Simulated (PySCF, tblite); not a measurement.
# CH₉Ge₂N: dynamics, then NMR shifts on frames, part 2 of 2

tblite 0.8.0 and PySCF 2.14.0. Atoms count from 0. Earlier steps stand in the parts before.

## 5. Nuclear shieldings: 625 fs, PBE0/pcSseg-1

Job settings and geometry (Å):

```
{"job": {"kind": "nmr", "xc": "PBE0", "basis": "pcSseg-1", "pop": false}, "charge": 0, "multiplicity": 1}
N     -2.478700    -0.004400     0.359400
Ge    -1.138400    -0.906400    -0.499300
C      0.635100    -0.650300     0.297200
Ge     1.259700     0.923200     1.317800
H     -2.407400     1.051900     0.392300
H     -3.356800    -0.444600     0.297000
H     -1.325400    -0.797300    -1.997600
H     -1.630400    -2.272600    -0.511200
H      1.398000    -0.971300    -0.514400
H      0.843900    -1.446900     1.028900
H      2.579900     0.548200     2.002300
H      1.811000     2.078800     0.516400
H      0.344000     1.324300     2.554400
```

Method: GIAO PBE0/pcSseg-1 NMR shielding, non-relativistic, gas phase.

Log:

```text
coarse grid: 47384 points
cycle   1  E = -4251.0383851780  dE = -1.302e+00  |g| = 1.248e+00  |ddm| = 3.329e+00
cycle   2  E = -4250.9655696578  dE =  7.282e-02  |g| = 1.312e+00  |ddm| = 1.216e+00
cycle   3  E = -4251.1478994782  dE = -1.823e-01  |g| = 1.667e-01  |ddm| = 8.404e-01
cycle   4  E = -4251.1528967122  dE = -4.997e-03  |g| = 6.824e-02  |ddm| = 1.648e-01
cycle   5  E = -4251.1536867887  dE = -7.901e-04  |g| = 6.377e-03  |ddm| = 5.064e-02
cycle   6  E = -4251.1536940206  dE = -7.232e-06  |g| = 2.810e-03  |ddm| = 8.081e-03
final grid: 96624 points
cycle   7  E = -4251.1536736943  dE =  2.362e-06  |g| = 4.071e-03  |ddm| = 5.979e-03
cycle   8  E = -4251.1536681899  dE =  5.504e-06  |g| = 6.083e-03  |ddm| = 8.599e-03
cycle   9  E = -4251.1536781167  dE = -9.927e-06  |g| = 2.116e-04  |ddm| = 5.170e-03
cycle  10  E = -4251.1536781232  dE = -6.479e-09  |g| = 3.462e-05  |ddm| = 1.499e-04
cycle  11  E = -4251.1536781234  dE = -2.256e-10  |g| = 4.949e-06  |ddm| = 3.028e-05
converged SCF energy = -4251.1536781234

GIAO shielding tensors (ppm)
atom      isotropic    diamagn.    paramagn.     s11        s22        s33       span
  0 N      266.797     320.577     -53.780    219.997    271.238    309.155     89.158
  1 Ge    1414.024    2752.712   -1338.689   1242.896   1361.882   1637.293    394.397
  2 C      193.355     254.712     -61.357    178.837    192.464    208.763     29.926
  3 Ge    1570.172    2753.309   -1183.137   1465.652   1506.404   1738.458    272.806
  4 H       30.249      30.062       0.188     21.735     28.410     40.604     18.869
  5 H       31.992      30.844       1.148     22.476     27.214     46.287     23.811
  6 H       26.391      28.852      -2.461     19.000     21.425     38.748     19.748
  7 H       27.666      29.911      -2.245     21.044     21.946     40.008     18.965
  8 H       30.174      29.456       0.717     23.338     27.844     39.340     16.001
  9 H       30.518      30.487       0.032     22.940     29.835     38.779     15.839
 10 H       27.511      27.767      -0.256     20.877     22.457     39.199     18.322
 11 H       27.473      28.232      -0.759     20.970     22.110     39.340     18.370
 12 H       26.473      26.749      -0.276     20.069     22.874     36.477     16.408
```

It took 23 s on 1 thread of Intel Xeon Platinum 8488C, shared host; peak memory 0.73 GiB.

Key values: δ C2 -6.4, N0 0.9, Ge1 -83, Ge3 -239, H6 5.33, H12 5.24 ppm.

## 6. Nuclear shieldings: 800 fs, PBE0/pcSseg-1

Job settings and geometry (Å):

```
{"job": {"kind": "nmr", "xc": "PBE0", "basis": "pcSseg-1", "pop": false}, "charge": 0, "multiplicity": 1}
N     -2.315000    -0.134500     0.358700
Ge    -0.844000    -0.768300    -0.648800
C      0.755600    -0.253900     0.239100
Ge     0.513800     0.944100     1.686600
H     -2.379300     0.831800     0.137000
H     -3.164600    -0.706800     0.355100
H     -0.757600    -0.008900    -1.836900
H     -0.884300    -2.368200    -0.905000
H      1.500300     0.213700    -0.291700
H      1.208900    -1.098300     0.610100
H      2.001500     1.057600     1.979300
H      0.102700     2.346300     1.172700
H     -0.263200     0.543200     2.926900
```

With the program's defaults for keys left out, this is: GIAO PBE0/pcSseg-1 NMR shielding, non-relativistic, gas phase.

Log:

```text
coarse grid: 47384 points
cycle   1  E = -4251.0185831517  dE = -1.090e+00  |g| = 1.279e+00  |ddm| = 3.380e+00
cycle   2  E = -4250.9308129117  dE =  8.777e-02  |g| = 1.362e+00  |ddm| = 1.334e+00
cycle   3  E = -4251.1454681821  dE = -2.147e-01  |g| = 1.655e-01  |ddm| = 9.042e-01
cycle   4  E = -4251.1503226313  dE = -4.854e-03  |g| = 7.200e-02  |ddm| = 1.649e-01
cycle   5  E = -4251.1512187327  dE = -8.961e-04  |g| = 8.679e-03  |ddm| = 5.453e-02
cycle   6  E = -4251.1512352489  dE = -1.652e-05  |g| = 3.295e-03  |ddm| = 1.079e-02
cycle   7  E = -4251.1512378088  dE = -2.560e-06  |g| = 5.144e-04  |ddm| = 3.333e-03
final grid: 96624 points
cycle   8  E = -4251.1512309020  dE = -1.659e-08  |g| = 6.216e-04  |ddm| = 1.675e-03
cycle   9  E = -4251.1512308579  dE =  4.410e-08  |g| = 8.336e-04  |ddm| = 1.240e-03
cycle  10  E = -4251.1512309765  dE = -1.186e-07  |g| = 6.881e-05  |ddm| = 6.481e-04
cycle  11  E = -4251.1512309776  dE = -1.067e-09  |g| = 2.074e-05  |ddm| = 7.920e-05
cycle  12  E = -4251.1512309777  dE = -9.823e-11  |g| = 1.833e-06  |ddm| = 1.589e-05
converged SCF energy = -4251.1512309777

GIAO shielding tensors (ppm)
atom      isotropic    diamagn.    paramagn.     s11        s22        s33       span
  0 N      264.137     320.655     -56.518    222.118    276.496    293.798     71.680
  1 Ge    1394.378    2756.551   -1362.173   1218.191   1420.278   1544.665    326.474
  2 C      199.091     257.992     -58.901    177.540    206.825    212.907     35.366
  3 Ge    1569.652    2755.846   -1186.194   1456.356   1599.290   1653.311    196.955
  4 H       32.161      32.797      -0.636     23.999     29.053     43.431     19.432
  5 H       30.619      29.673       0.946     22.370     25.364     44.122     21.752
  6 H       27.904      31.926      -4.022     19.780     22.654     41.278     21.498
  7 H       25.792      27.278      -1.487     19.503     21.624     36.247     16.744
  8 H       33.364      35.285      -1.921     25.923     31.225     42.944     17.022
  9 H       32.944      34.348      -1.404     25.826     31.555     41.451     15.626
 10 H       27.722      28.797      -1.074     20.250     23.222     39.695     19.444
 11 H       27.572      28.868      -1.296     21.417     23.011     38.289     16.872
 12 H       27.319      28.278      -0.959     20.632     22.812     38.513     17.881
```

It took 23 s on 1 thread of Intel Xeon Platinum 8488C, shared host; peak memory 0.73 GiB.

In short: δ C2 -12.2, N0 3.6, Ge1 -63, Ge3 -239, H7 5.93, H12 4.40 ppm.

## 7. Shielding tensors: 1000 fs, PBE0/pcSseg-1

Job settings and geometry (Å):

```
{"job": {"kind": "nmr", "xc": "PBE0", "basis": "pcSseg-1", "pop": false}, "charge": 0, "multiplicity": 1}
N     -2.574200    -0.303700     0.207700
Ge    -1.075300    -0.954300    -0.623900
C      0.620400    -0.599600     0.400300
Ge     0.303800     0.765700     1.790800
H     -2.722700     0.598300     0.611100
H     -3.269700    -0.419200    -0.472100
H     -1.107400    -0.736400    -2.112000
H     -1.424900    -2.518300    -0.630100
H      1.606800    -0.621200    -0.136800
H      0.583800    -1.553600     1.085800
H      1.249300     0.266900     2.753500
H      0.661500     2.216400     1.592800
H     -1.078300     0.597000     2.364300
```

With the program's defaults for keys left out, this is: GIAO PBE0/pcSseg-1 NMR shielding, non-relativistic, gas phase.

Log:

```text
coarse grid: 47384 points
cycle   1  E = -4251.0319500939  dE = -1.262e+00  |g| = 1.253e+00  |ddm| = 3.314e+00
cycle   2  E = -4250.9491752202  dE =  8.277e-02  |g| = 1.333e+00  |ddm| = 1.256e+00
cycle   3  E = -4251.1437012835  dE = -1.945e-01  |g| = 1.716e-01  |ddm| = 8.738e-01
cycle   4  E = -4251.1492327419  dE = -5.531e-03  |g| = 6.606e-02  |ddm| = 1.659e-01
cycle   5  E = -4251.1499575597  dE = -7.248e-04  |g| = 6.529e-03  |ddm| = 4.801e-02
cycle   6  E = -4251.1499649663  dE = -7.407e-06  |g| = 2.517e-03  |ddm| = 8.321e-03
final grid: 96624 points
cycle   7  E = -4251.1498815515  dE =  2.065e-06  |g| = 3.763e-03  |ddm| = 5.578e-03
cycle   8  E = -4251.1498762323  dE =  5.319e-06  |g| = 5.846e-03  |ddm| = 8.273e-03
cycle   9  E = -4251.1498853773  dE = -9.145e-06  |g| = 1.837e-04  |ddm| = 4.985e-03
cycle  10  E = -4251.1498853830  dE = -5.767e-09  |g| = 4.405e-05  |ddm| = 1.547e-04
cycle  11  E = -4251.1498853834  dE = -3.629e-10  |g| = 4.667e-06  |ddm| = 3.483e-05
converged SCF energy = -4251.1498853834

GIAO shielding tensors (ppm)
atom      isotropic    diamagn.    paramagn.     s11        s22        s33       span
  0 N      269.620     315.905     -46.285    228.957    247.043    332.861    103.903
  1 Ge    1390.741    2754.085   -1363.344   1290.171   1307.498   1574.554    284.384
  2 C      187.756     252.212     -64.456    182.782    188.580    191.907      9.125
  3 Ge    1582.870    2754.860   -1171.990   1466.646   1601.224   1680.742    214.096
  4 H       31.976      32.835      -0.860     22.956     30.341     42.630     19.675
  5 H       33.601      30.431       3.170     23.097     29.417     48.289     25.192
  6 H       26.321      29.349      -3.028     19.380     21.080     38.503     19.123
  7 H       25.885      27.493      -1.608     19.849     21.144     36.662     16.813
  8 H       29.774      29.601       0.172     24.020     26.563     38.738     14.719
  9 H       28.924      28.942      -0.018     22.893     27.529     36.351     13.457
 10 H       28.688      29.926      -1.238     20.313     23.787     41.964     21.650
 11 H       27.942      28.709      -0.768     21.812     21.916     40.097     18.285
 12 H       27.826      29.561      -1.736     19.857     25.762     37.858     18.001
```

Wall time 23 s (1 thread of Intel Xeon Platinum 8488C, shared host); peak memory 0.72 GiB.

In short: δ C2 -0.8, N0 -1.9, Ge1 -60, Ge3 -252, H7 5.83, H6 5.40 ppm.

## 8. Run by run: NMR shifts

Shifts (ppm) of some atoms, chosen among heavy atoms and hydrogens apart, with basis size and wall time:

| frame | C2 | H9 | H5 | H8 | N0 | Ge1 | Ge3 | functions | time |
| --- | --- | --- | --- | --- | --- | --- | --- | --- | --- |
| 250 fs | -11.9 | 0.07 | -0.97 | -1.32 | 9.1 | -54 | -267 | 161 | 27 s |
| 425 fs | -12.7 | 0.56 | -1.89 | -0.91 | -10.5 | -51 | -248 | 161 | 26 s |
| 625 fs | -6.4 | 1.20 | -0.28 | 1.54 | 0.9 | -83 | -239 | 161 | 23 s |
| 800 fs | -12.2 | -1.23 | 1.10 | -1.65 | 3.6 | -63 | -239 | 161 | 23 s |
| 1000 fs | -0.8 | 2.79 | -1.88 | 1.94 | -1.9 | -60 | -252 | 161 | 23 s |

## 9. Results

What follows sums up all 2 parts.

| quantity | value |
| --- | --- |
| thermostat | 400 K |
| mean temperature, second half | 481 K |
| mean potential energy above the minimum | 0.69 eV |
| 13C shifts against TMS (PBE0/pcSseg-1, 250 fs) | -11.9 ppm |
| 1H shifts against TMS (PBE0/pcSseg-1, 250 fs) | 6.49, 5.92, 3.68, 3.54, 3.25, 0.38, 0.07, -0.97, -1.32 ppm |
| 15N shifts against NH3 (PBE0/pcSseg-1, 250 fs) | 9.1 ppm |
| 73Ge shifts against GeMe4 (PBE0/pcSseg-1, 250 fs) | -54, -267 ppm |
| range of the shift of Ge1 | -83 to -51 ppm |

In words: In the second half the potential energy averages 0.69 eV above the minimum; equipartition over 33 harmonic modes at 400 K would give 0.57 eV. With 13 atoms the temperature swings widely (197 to 813 K). Shifts at one fixed geometry are not the observed spectrum, which averages over the motion. In the first frame run (250 fs): The largest span, 296 ppm, is at Ge1, where the paramagnetic term is -1369 ppm. In ppm, Ge1 moves most: its shift spreads over 32 ppm, from -83 (625 fs) to -51 (425 fs). Spin-orbit coupling is left out, which matters for shieldings and couplings at and beside the heavy atoms.
